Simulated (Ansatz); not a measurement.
Write the native input for Ansatz 0.2.0 that does the following.

```yaml
Task: projected density of states
Functional: PBEsol
Potentials_or_basis: Ansatz PAW
Cutoff: "420 eV (not typed: the program's choice for these potentials)"
k_mesh: 8 × 8 × 7
Occupations: fermi-dirac, width 0.05 eV
Spin: no spin polarisation
Hubbard_terms: Nb d U = 8 eV
Hubbard_projectors: ortho-atomic (the default)
Double_counting: fll (the default)
```

NbTe:

```
Te Nb
1.0
     3.70297    0.00000    0.00000
    -1.85149    3.20687    0.00000
     0.00000    0.00000    3.69421
Te Nb
1 1
Direct
  0.66667 0.33333 0.00000
  0.00000 0.00000 0.50000
```

The cell comes from a database or a generator and needn't be the stable form of this composition.

The input as run:

input.yaml

```yaml
crystal:
  lattice:
    - [3.7029743866, 0.0, 0.0]
    - [-1.8514871933, 3.2068698884, 0.0]
    - [0.0, 0.0, 3.694211]
  atoms:
    - { symbol: Te, position: [0.6666666667, 0.3333333333, 0.0] }
    - { symbol: Nb, position: [0.0, 0.0, 0.5] }
hamiltonian:
  xc: pbesol
  pseudopotentials: { kind: paw }
  hubbard: { sites: [{ species: Nb, l: d, u_eff: 8.0 }] }
kpoints:
  mp_grid: { grid: [8, 8, 7] }
scf:
  occupations: { method: fermi_dirac, width: 0.05 }
  n_extra_bands: 6
output:
  forces: true
  stress: true
  eigenvalues: true
  dos: { projected: true, de: 0.05, nscf_kmesh: { grid: [12, 12, 11] } }
  write_density: true
  write_potential: true
  elf: true
  volumetric_format: npy
```

Potentials or basis: Ansatz PAW.

Launch:

```sh
$ ansatz run input.yaml --threads 2 --pin off --max-ram 5632MiB --backend cpu --events-out ev --progress --plain --runs-dir out
```

Results of the run:

The pressure is 8.4 GPa, the band gap on the k mesh is none (metal or under the smearing width) and the density of states at the Fermi level is 2.23 states/eV per cell.

Caveat: U without spin polarisation on a metal has little footing; the PAW data sets come from PBE, with cores solved anew for the run's functional, which leaves a small shift of forces and pressure; the U is typed as a test and isn't derived for this compound.

Run time: 12 s on 2 threads of Arm Neoverse V2, on a shared host, peak memory 0.37 GiB.
